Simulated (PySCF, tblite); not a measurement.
# C7H16NP: geometry, infrared bands and NMR shifts

Wanted: the infrared bands and NMR shifts of C7H16NP (`CN=P1(C)CCCCC1`), by calculation.

Programs: tblite 0.8.0 and PySCF 2.14.0, with density-fitted response routines of our own. Each step states its level of theory. These are calculated values for one molecule in the gas phase, unless marked as measured. Atoms are numbered from 0 throughout.

## Step 1: The molecule as given

25 atoms, charge 0, multiplicity 1; geometry from: force field or distance geometry start.

Bonds of the start (Å): C0–N1 1.46, N1–P2 1.57, P2–C3 1.80, P2–C4 1.82, C4–C5 1.52, C5–C6 1.48, C6–C7 1.48, C7–C8 1.46, C8–P2 1.79, C0–H9 1.10, C0–H10 1.12, C0–H11 1.11, C3–H12 1.10, C3–H13 1.09, C3–H14 1.13, C4–H15 1.09, C4–H16 1.12, C5–H17 1.10, C5–H18 1.13, C6–H19 1.11, C6–H20 1.13, C7–H21 1.12, C7–H22 1.12, C8–H23 1.12, C8–H24 1.13.

## Step 2: Relaxing the molecule with GFN2-xTB

What the job is given:

```
{"job": {"kind": "relax", "xc": "GFN2-xTB", "basis": "xTB"}, "charge": 0, "multiplicity": 1}
C      2.192300    -1.299200     1.149900
N      1.146500    -0.293400     1.286400
P      0.686300     0.426300    -0.028500
C      2.069100     1.228300    -0.855400
C     -0.145200    -0.822100    -1.059200
C     -1.226900    -1.327100    -0.116600
C     -2.308600    -0.337700     0.073000
C     -1.977600     1.001800     0.596000
C     -0.626100     1.545900     0.457300
H      2.904100    -0.974300     0.381400
H      1.754500    -2.268200     0.788100
H      2.678400    -1.447600     2.131300
H      2.776600     0.460900    -1.194800
H      1.763200     1.937100    -1.629800
H      2.599500     1.847300    -0.078500
H      0.525800    -1.610100    -1.399600
H     -0.699900    -0.357200    -1.915600
H     -1.578100    -2.312600    -0.460200
H     -0.707300    -1.496000     0.870600
H     -2.870900    -0.258400    -0.877600
H     -3.039000    -0.802400     0.796100
H     -2.256100     1.034700     1.679900
H     -2.687300     1.729300     0.125000
H     -0.657700     2.422900    -0.235600
H     -0.326400     1.995800     1.444400
```

On the command line:

```sh
OMP_NUM_THREADS=1 python probes_run.py task.json out
```

This one command runs all jobs of the session in turn.

**Question.** This job is followed by: GFN2-xTB harmonic vibrations, gas phase; GIAO PBE0/pcSseg-1 NMR shielding, non-relativistic, gas phase. What will the session give for the following? strongest single infrared mode (GFN2-xTB); zero-point energy (GFN2-xTB); 13C shifts against TMS (PBE0/pcSseg-1, means over atoms taken as alike); 1H shifts against TMS (PBE0/pcSseg-1, means over atoms taken as alike); 15N shifts against NH3 (PBE0/pcSseg-1); 31P shifts against H3PO4 (PBE0/pcSseg-1).

**Answer**, as computed:

| quantity | value |
| --- | --- |
| strongest single infrared mode (GFN2-xTB) | 1291 cm⁻¹, 143 km/mol |
| zero-point energy (GFN2-xTB) | 136.6 kcal/mol |
| 13C shifts against TMS (PBE0/pcSseg-1, means over atoms taken as alike) | 33.4, 33.3, 32.7, 25.1, 18.6 ppm |
| 1H shifts against TMS (PBE0/pcSseg-1, means over atoms taken as alike) | 3.10, 2.21, 1.95, 1.79, 1.76, 1.15, 1.08, 0.98 ppm |
| 15N shifts against NH3 (PBE0/pcSseg-1) | 44.6 ppm |
| 31P shifts against H3PO4 (PBE0/pcSseg-1) | -29.1 ppm |

**Reading.** The optimisation took 96 steps and gained 1.238 eV; among the close pairs (by a distance rule), C7–C8 changed most, from 1.464 to 1.525 Å. No mode is imaginary among the 69: a minimum at this level. The strongest single mode, at 1291 cm⁻¹, has its largest shares on N1, H13, H14 and H12 (the list is cut at 4 atoms). GFN2-xTB is a fitted tight-binding method: band positions and strengths are rough. Its intensities can rank the bands wrongly. H9, H10, H11 (mean) (hydrogen on a methyl carbon bonded to N) lies farthest downfield among hydrogen, at 3.10 ppm; its carbon carries N, an electronegative neighbour. At PBE0/pcSseg-1: The widest tensor belongs to P2: span 234 ppm, with a paramagnetic part of -619 ppm.
